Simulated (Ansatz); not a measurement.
**BN₃H₆: ionisation energy by level of theory**

The task here is to estimate one member of a computed series from the others.

Program: Ansatz 0.2.0, Gaussian basis. Level of theory: unrestricted cation, the program's frozen cores in correlated methods. These are calculated values, not measurements.

Plan: UKS PBE-D4/def2-TZVPP; UKS r2SCAN-D4/def2-TZVPP; UKS PBE0-D4/def2-TZVPP; UKS B3LYP-D4/def2-TZVPP; UKS wB97X-V/def2-TZVPP; then −ε(HOMO) from the neutral's earlier runs with LDA (SPW92), PBE-D4, revPBE-D4, BLYP-D4, r2SCAN-D4, B97M-V, PBE0-D4, B3LYP-D4, r2SCANh-D4, r2SCAN0-D4, HSE06-D4, BHLYP-D4, CAM-B3LYP-D4, LC-ωPBE, ωB97X-V, ωB97M-V.

**Structure used throughout**

An earlier PBE0-D4 in a triple-zeta def2 set relaxation fixed the geometry.

10 atoms, charge 0, spin multiplicity 1.

Atoms are counted from 1 here; the program's logs count them from 0.

Bond lengths: N1–B2 1.427 Å, N1–H5 1.003 Å, N1–H6 1.003 Å, B2–N3 1.426 Å, B2–N4 1.426 Å, N3–H7 1.002 Å, N3–H8 1.002 Å, N4–H9 1.002 Å, N4–H10 1.002 Å. Angles: B2–N1–H5 122.5°, B2–N1–H6 122.6°, H5–N1–H6 113.1°, N1–B2–N3 119.9°, N1–B2–N4 120.1°, N3–B2–N4 120.0°, B2–N3–H7 122.8°, B2–N3–H8 122.9°, H7–N3–H8 113.4°, B2–N4–H9 123.1°, B2–N4–H10 123.1°, H9–N4–H10 113.5°.

Geometry (Å):

```csv
atom,x (Å),y (Å),z (Å)
N1,-1.1827,0.3904,-0.6806
B2,0.0085,-0.0061,-0.0017
N3,0.3151,-1.3913,0.1453
N4,0.8918,0.9805,0.5263
H5,-1.7444,-0.2550,-1.2035
H6,-1.3976,1.3495,-0.8787
H7,-0.3284,-2.1189,-0.1023
H8,1.1109,-1.7219,0.6571
H9,0.7231,1.9652,0.4470
H10,1.6867,0.7564,1.0941
```

The first run:

File in.yaml:

```yaml
crystal:
  periodic: [false, false, false]
  atoms:
    - {symbol: N, position_ang: [-1.182686, 0.390432, -0.680636]}
    - {symbol: B, position_ang: [0.008482, -0.006062, -0.001727]}
    - {symbol: N, position_ang: [0.315096, -1.391284, 0.145257]}
    - {symbol: N, position_ang: [0.891803, 0.980479, 0.526266]}
    - {symbol: H, position_ang: [-1.744409, -0.254996, -1.203464]}
    - {symbol: H, position_ang: [-1.397616, 1.349514, -0.878716]}
    - {symbol: H, position_ang: [-0.328431, -2.118942, -0.102319]}
    - {symbol: H, position_ang: [1.110947, -1.721948, 0.657135]}
    - {symbol: H, position_ang: [0.723082, 1.965218, 0.446950]}
    - {symbol: H, position_ang: [1.686734, 0.756391, 1.094053]}
basis:
  gaussian: {orbitals: def2-TZVPP}
total_charge: 1
magnetization: {spin_polarized: true, initial_magnetization: 1}
hamiltonian: {xc: pbe, dispersion: d4}
```

Started as:

```
$ ansatz run in.yaml --threads 2 --pin off --events-out ev --progress --plain --max-ram 32768MiB --backend cpu
```

Among the steps run: Cation, UKS PBE-D4/def2-TZVPP; Cation, UKS r2SCAN-D4/def2-TZVPP; Cation, UKS PBE0-D4/def2-TZVPP; Cation, UKS B3LYP-D4/def2-TZVPP; Cation, UKS wB97X-V/def2-TZVPP.

One table of the session follows, with a row left open; its other results are not shown here.

It belongs to the step «Ionisation energies side by side». Orbital estimates, from the neutral's runs:

```
  functional  −ε(HOMO) (eV)
 LDA (SPW92)           5.26
      PBE-D4           5.10
   revPBE-D4           5.03
     BLYP-D4           4.98
   r2SCAN-D4           5.41
      B97M-V           5.49
     PBE0-D4           6.55
    B3LYP-D4           6.31
  r2SCANh-D4              ?
  r2SCAN0-D4           6.78
    HSE06-D4           6.15
    BHLYP-D4           7.93
CAM-B3LYP-D4           8.02
     LC-ωPBE           9.44
     ωB97X-V           9.05
     ωB97M-V           8.96
```

Estimate the missing values for r2SCANh-D4.

Worked estimate for «−ε(HOMO) (eV)». Against the share of exact exchange, r2SCAN-D4 (0, 5.41), r2SCAN0-D4 (0.25, 6.78) give a slope of 5.48 per unit share; at 0.1 the line stands at 5.96.

As computed: −ε(HOMO) (eV): 5.95. In «−ε(HOMO) (eV)» the line misses by +0.01.
